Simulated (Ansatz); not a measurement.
**Alloy of ZnO and MgO (26 of 48 Zn sites exchanged), 96 atoms**

Aim: relax the alloy cell and compare the gap by PBEsol, PBE, r²SCAN, HSE06 and HSE06 with spin–orbit coupling.

Program: Ansatz 0.2.0, PAW, plane waves. These are calculated values, not measurements.

### 1 Starting point

96 atoms (22 Zn, 26 Mg, 48 O); a = 9.809 Å, b = 11.326 Å, c = 10.220 Å, α = 90.00°, β = 90.00°, γ = 90.00°. All atoms were shaken off their sites by about 0.02 Å along each axis.

The runs, in order: (2) PBEsol cell relaxation at the single k point (¼, ¼, ¼), on 1 × NVIDIA GB300 Max-Q with 8 threads of Arm Neoverse-V2; (3) PBE single point at the Γ point alone, on 1 × NVIDIA GB300 Max-Q with 8 threads of Arm Neoverse-V2; (4) r²SCAN single point at the Γ point alone, on 1 × NVIDIA GB300 Max-Q with 8 threads of Arm Neoverse-V2; (5) HSE06 single point at the Γ point alone, on 1 × NVIDIA GB300 Max-Q with 8 threads of Arm Neoverse-V2; (6) HSE06 with spin–orbit coupling single point at the Γ point alone, on 1 × NVIDIA GB300 Max-Q with 8 threads of Arm Neoverse-V2.

### 2 PBEsol relaxation of the cell and the positions

File in.yaml:

```yaml
crystal:
  lattice:
    - [9.808597, 0.000000, 0.000000]
    - [0.000000, 11.325992, 0.000000]
    - [0.000000, 0.000000, 10.220372]
  atoms:
    - { symbol: Zn, position: [0.168146, 0.088616, 0.249920] }
    - { symbol: Zn, position: [0.000032, 0.331915, 0.249706] }
    - { symbol: Zn, position: [0.332767, 0.333937, 0.745751] }
    - { symbol: Zn, position: [0.999993, 0.833668, 0.246974] }
    - { symbol: Zn, position: [0.999968, 0.832557, 0.747656] }
    - { symbol: Zn, position: [0.838234, 0.081031, 0.244267] }
    - { symbol: Zn, position: [0.664209, 0.334635, 0.246638] }
    - { symbol: Zn, position: [0.499128, 0.582095, 0.747720] }
    - { symbol: Zn, position: [0.331299, 0.831600, 0.245649] }
    - { symbol: Zn, position: [0.834773, 0.583383, 0.248807] }
    - { symbol: Zn, position: [0.830486, 0.580376, 0.741492] }
    - { symbol: Zn, position: [0.002654, 0.165674, 0.496215] }
    - { symbol: Zn, position: [0.330598, 0.162790, 0.497108] }
    - { symbol: Zn, position: [0.332142, 0.168447, 0.998434] }
    - { symbol: Zn, position: [0.163849, 0.416544, 0.497534] }
    - { symbol: Zn, position: [0.999718, 0.669518, 0.497661] }
    - { symbol: Zn, position: [0.998408, 0.669428, 0.996851] }
    - { symbol: Zn, position: [0.670716, 0.165222, 0.496090] }
    - { symbol: Zn, position: [0.502913, 0.416341, 0.492461] }
    - { symbol: Zn, position: [0.169538, 0.915106, 0.499235] }
    - { symbol: Zn, position: [0.671792, 0.667374, 0.995476] }
    - { symbol: Zn, position: [0.500840, 0.918640, 0.995760] }
    - { symbol: Mg, position: [0.166392, 0.082749, 0.744831] }
    - { symbol: Mg, position: [0.000102, 0.331735, 0.749906] }
    - { symbol: Mg, position: [0.499779, 0.084258, 0.248543] }
    - { symbol: Mg, position: [0.498249, 0.083769, 0.747988] }
    - { symbol: Mg, position: [0.330014, 0.330296, 0.248998] }
    - { symbol: Mg, position: [0.164340, 0.581958, 0.245369] }
    - { symbol: Mg, position: [0.171701, 0.582110, 0.747445] }
    - { symbol: Mg, position: [0.833580, 0.080943, 0.746038] }
    - { symbol: Mg, position: [0.665884, 0.334979, 0.748690] }
    - { symbol: Mg, position: [0.499336, 0.583388, 0.247715] }
    - { symbol: Mg, position: [0.332734, 0.835433, 0.751450] }
    - { symbol: Mg, position: [0.669150, 0.834758, 0.245085] }
    - { symbol: Mg, position: [0.667294, 0.831441, 0.748382] }
    - { symbol: Mg, position: [0.001629, 0.166026, 0.996224] }
    - { symbol: Mg, position: [0.168174, 0.416739, 0.998060] }
    - { symbol: Mg, position: [0.664236, 0.164753, 0.000150] }
    - { symbol: Mg, position: [0.499581, 0.418076, 0.996926] }
    - { symbol: Mg, position: [0.332842, 0.669026, 0.498942] }
    - { symbol: Mg, position: [0.336151, 0.667578, 0.996394] }
    - { symbol: Mg, position: [0.165894, 0.913955, 0.998442] }
    - { symbol: Mg, position: [0.834628, 0.418388, 0.498153] }
    - { symbol: Mg, position: [0.836451, 0.415805, 0.997196] }
    - { symbol: Mg, position: [0.664103, 0.664342, 0.496009] }
    - { symbol: Mg, position: [0.497539, 0.919610, 0.497989] }
    - { symbol: Mg, position: [0.837869, 0.916611, 0.500274] }
    - { symbol: Mg, position: [0.834469, 0.918209, 0.995312] }
    - { symbol: O, position: [0.002808, 0.165065, 0.194656] }
    - { symbol: O, position: [0.996554, 0.167772, 0.688849] }
    - { symbol: O, position: [0.331904, 0.169271, 0.193528] }
    - { symbol: O, position: [0.329405, 0.166743, 0.689656] }
    - { symbol: O, position: [0.166723, 0.417720, 0.191870] }
    - { symbol: O, position: [0.164333, 0.414176, 0.692224] }
    - { symbol: O, position: [0.998098, 0.671646, 0.192591] }
    - { symbol: O, position: [0.000035, 0.665993, 0.693557] }
    - { symbol: O, position: [0.665635, 0.167899, 0.192312] }
    - { symbol: O, position: [0.667658, 0.166881, 0.687951] }
    - { symbol: O, position: [0.498149, 0.418047, 0.189448] }
    - { symbol: O, position: [0.501591, 0.417852, 0.688863] }
    - { symbol: O, position: [0.329796, 0.664161, 0.186614] }
    - { symbol: O, position: [0.335916, 0.667308, 0.690714] }
    - { symbol: O, position: [0.170254, 0.917943, 0.191810] }
    - { symbol: O, position: [0.168620, 0.917341, 0.687318] }
    - { symbol: O, position: [0.836344, 0.419733, 0.193230] }
    - { symbol: O, position: [0.832518, 0.416728, 0.692888] }
    - { symbol: O, position: [0.668763, 0.665905, 0.193286] }
    - { symbol: O, position: [0.666752, 0.664077, 0.690103] }
    - { symbol: O, position: [0.502053, 0.916214, 0.191463] }
    - { symbol: O, position: [0.499373, 0.914996, 0.692562] }
    - { symbol: O, position: [0.834015, 0.914777, 0.192578] }
    - { symbol: O, position: [0.831965, 0.917865, 0.685236] }
    - { symbol: O, position: [0.163910, 0.086133, 0.441092] }
    - { symbol: O, position: [0.166063, 0.083673, 0.941557] }
    - { symbol: O, position: [0.998339, 0.334287, 0.439912] }
    - { symbol: O, position: [0.000055, 0.334144, 0.936034] }
    - { symbol: O, position: [0.496882, 0.081747, 0.443099] }
    - { symbol: O, position: [0.501415, 0.079677, 0.939453] }
    - { symbol: O, position: [0.331592, 0.334061, 0.440034] }
    - { symbol: O, position: [0.332530, 0.334160, 0.941741] }
    - { symbol: O, position: [0.163024, 0.582927, 0.442492] }
    - { symbol: O, position: [0.168618, 0.582593, 0.940057] }
    - { symbol: O, position: [0.997655, 0.831960, 0.440848] }
    - { symbol: O, position: [0.001232, 0.833492, 0.943350] }
    - { symbol: O, position: [0.832481, 0.081883, 0.435670] }
    - { symbol: O, position: [0.833807, 0.085511, 0.939151] }
    - { symbol: O, position: [0.672474, 0.335530, 0.442266] }
    - { symbol: O, position: [0.668263, 0.336033, 0.941607] }
    - { symbol: O, position: [0.500752, 0.581858, 0.441591] }
    - { symbol: O, position: [0.499829, 0.583567, 0.938730] }
    - { symbol: O, position: [0.331833, 0.833059, 0.442509] }
    - { symbol: O, position: [0.333286, 0.834249, 0.941900] }
    - { symbol: O, position: [0.826938, 0.583515, 0.440919] }
    - { symbol: O, position: [0.834457, 0.584577, 0.935966] }
    - { symbol: O, position: [0.663802, 0.832273, 0.440250] }
    - { symbol: O, position: [0.668686, 0.836215, 0.943098] }
  symmetry: { detect: false }
kpoints:
  mp_grid: { grid: [1, 1, 1], shift: [0.25, 0.25, 0.25] }
hamiltonian:
  xc: pbesol
scf:
  occupations: { method: fermi_dirac, width: 0.01 }
relax:
  f_tol: 0.03
  max_steps: 80
  escape_saddle: false
  adjacent_minimum: "off"
  cell: { fix: [alpha, beta, gamma] }
output:
  forces: true
  eigenvalues: true
  populations: true
```

Launch:

```sh
> ansatz run in.yaml --threads 8 --pin off --max-ram 118750MiB --runs-dir r --events-out ev --progress --plain --backend cuda --devices 0,
```

The runs that follow: PBE single point; r²SCAN single point; HSE06 single point; HSE06 with spin–orbit coupling single point.

What does the calculation give? Wanted: for each run, top filled to lowest empty.

The runs gave:

| level | time | k points | top filled to lowest empty (eV) |
| --- | --- | --- | --- |
| PBEsol, relaxation | 11 s (GPU) | (¼, ¼, ¼) | 2.77 |
| PBE | 3.4 s (GPU) | Γ | 2.09 |
| r²SCAN | 5.4 s (GPU) | Γ | 2.59 |
| HSE06 | 36 s (GPU) | Γ | 3.82 |
| HSE06 with spin–orbit coupling | 5.5 min (GPU) | Γ | 3.81 |

```
     quantity                                                                        value
   relaxation                                             7 recorded steps, 0.89 eV gained
largest shift                                                                 0.09 Å (Zn6)
 relaxed cell  a = 9.773 Å, b = 11.290 Å, c = 10.297 Å, α = 90.00°, β = 90.00°, γ = 90.00°
   mean bonds                                                     Mg–O 1.973, O–Zn 1.977 Å
```

**In words.** The relaxation lowers the energy by 0.89 eV; the largest shift is 0.09 Å (Zn6), while the volume changes by +0.1 %. The mean lengths differ by only 0.00 Å, over all coordinations together. At the same k points, PBE gives a spacing 1.73 eV smaller and r²SCAN gives a spacing 1.22 eV smaller than the 3.82 eV of HSE06. The relaxation ran on other k points, so part of any difference from the later rows can come from the mesh. Spin–orbit coupling changes the HSE06 spacing by less than 0.01 eV. The price of HSE06 is about 10 times the time of PBE here. With one k point the spacing samples only the states that fold onto it, so it can exceed the gap over the zone.
